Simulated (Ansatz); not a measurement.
# RbZnOs3: the cost of one run

Method: DFT PBE, scalar-relativistic, plane waves, PAW, in Ansatz 0.2.0.

3 further runs of the same task are left out: 2 that didn't finish, 1 set aside as unsound or not needed.

## (1) The starting structure

The structure is trigonal, space group P3m1 (No. 156). Conventional cell: a = 3.647 Å, b = 3.647 Å, c = 12.659 Å, α = 90.00°, β = 90.00°, γ = 120.00°. Around Rb (site symmetry 3m) lie 6 Rb at 3.65 Å and 3 Os at 3.91 Å and 3 Zn at 3.96 Å. Around Zn (site symmetry 3m) lie 3 Os at 2.91 Å. Os (site symmetry 3m) is surrounded by 3 Os at 2.91 Å. Os (site symmetry 3m) is surrounded by 3 Zn at 2.91 Å and 3 Os at 2.91 Å. Os (site symmetry 3m) is surrounded by 6 Os at 2.91 Å.

Structure file:

```cif
data_structure
_symmetry_space_group_name_H-M 'P3m1'
_symmetry_Int_Tables_number 156
_cell_length_a 3.6471
_cell_length_b 3.6471
_cell_length_c 12.6590
_cell_angle_alpha 90.000
_cell_angle_beta 90.000
_cell_angle_gamma 120.000
_cell_volume 145.82
loop_
_atom_site_label
_atom_site_type_symbol
_atom_site_symmetry_multiplicity
_atom_site_Wyckoff_symbol
_atom_site_fract_x
_atom_site_fract_y
_atom_site_fract_z
_atom_site_occupancy
Rb1 Rb 1 b 0.33333 0.66667 0.25985 1
Zn1 Zn 1 c 0.66667 0.33333 0.52463 1
Os1 Os 1 a 0.00000 0.00000 0.00000 1
Os2 Os 1 a 0.00000 0.00000 0.68309 1
Os3 Os 1 c 0.66667 0.33333 0.84154 1
```

The cell is invented: close-packed layers stacked ABCAC|A (P3m1, No. 156). Lengths come from tabulated atomic sizes and are only a guess.

## (2) Probe: one point on a coarse mesh

Contents of input.yaml:

```yaml
crystal:
  lattice:
    - [3.64708259, 0.0, 0.0]
    - [-1.8235413, 3.15846617, 0.0]
    - [0.0, 0.0, 12.65901343]
  atoms:
    - { symbol: Rb, position: [0.33333333, 0.66666667, 0.25984771] }
    - { symbol: Zn, position: [0.66666667, 0.33333333, 0.52463229] }
    - { symbol: Os, position: [0.0, 0.0, 0.0] }
    - { symbol: Os, position: [0.0, 0.0, 0.68308819] }
    - { symbol: Os, position: [0.66666667, 0.33333333, 0.8415441] }
basis:
  ecutwfc: 420
kpoints:
  mp_grid: { grid: [6, 6, 2] }
hamiltonian:
  xc: pbe
scf:
  occupations: { method: gaussian, width: 0.1 }
  lower_state_search: "off"
output:
  forces: true
  stress: true
  eigenvalues: true
```

On the command line:

```bash
$ ansatz run input.yaml --threads 1 --pin off --max-ram 2560MiB --backend cpu --events-out ev --progress --plain --runs-dir out
```

What time and memory should one allow on 1 thread of Arm Neoverse V1, shared host?

About 9.1 s, with a peak of 0.37 GiB.
